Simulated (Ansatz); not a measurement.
# Hf: the cost of one run

Computed with Ansatz 0.2.0 (DFT, scalar-relativistic, functionals as named in each step, unless a step's input says otherwise).

### Step 1. The starting structure

Symmetry: P6_3/mmc, No. 194, hexagonal system. Conventional cell: a = 3.192 Å, b = 3.192 Å, c = 5.045 Å, α = 90.00°, β = 90.00°, γ = 120.00°. Around Hf (site symmetry -6m2) lie 12 Hf at 3.12 to 3.19 Å.

Structure file:

```cif
data_structure
_symmetry_space_group_name_H-M 'P6_3/mmc'
_symmetry_Int_Tables_number 194
_cell_length_a 3.1924
_cell_length_b 3.1924
_cell_length_c 5.0450
_cell_angle_alpha 90.000
_cell_angle_beta 90.000
_cell_angle_gamma 120.000
_cell_volume 44.53
loop_
_atom_site_label
_atom_site_type_symbol
_atom_site_symmetry_multiplicity
_atom_site_Wyckoff_symbol
_atom_site_fract_x
_atom_site_fract_y
_atom_site_fract_z
_atom_site_occupancy
Hf1 Hf 2 c 0.33333 0.66667 0.25000 1
```

The file gives the conventional cell by its symmetry; the runs use the cell typed in the input.

Atoms are numbered in the order of the input: Hf1, Hf2.

### Step 2. LDA, LAPW

input.yaml

```yaml
crystal:
  lattice:
    - [3.1923846315, 0.0, 0.0]
    - [-1.5961923157, 2.7646861895, 0.0]
    - [0.0, 0.0, 5.04504164]
  atoms:
    - { symbol: Hf, position: [0.3333333333, 0.6666666667, 0.25] }
    - { symbol: Hf, position: [0.6666666667, 0.3333333333, 0.75] }
kpoints:
  mp_grid: { grid: [12, 12, 7] }
  band_path:
    path:
      - [0.0, 0.0, 0.0]
      - [0.5, 0.0, 0.0]
      - [0.3333333333, 0.3333333333, 0.0]
      - [0.0, 0.0, 0.0]
      - [0.0, 0.0, 0.5]
      - [0.5, 0.0, 0.5]
      - [0.3333333333, 0.3333333333, 0.5]
      - [0.0, 0.0, 0.5]
      - [0.5, 0.0, 0.5]
    npoints: 5
scf:
  occupations: { method: fermi_dirac, width: 0.05 }
hamiltonian:
  xc: lda
  pseudopotentials: { kind: all_electron, lapw: { basis_error: 0.0005 } }
output:
  forces: true
  stress: true
  eigenvalues: true
```

On the command line:

```console
ansatz run input.yaml --threads 1 --pin off --max-ram 2048MiB --backend cpu --events-out ev --progress --plain --runs-dir out
```

Q: Estimate wall time and peak memory on 1 thread of Arm Neoverse V1, shared host.

About 44 s, with a peak of 0.45 GiB.
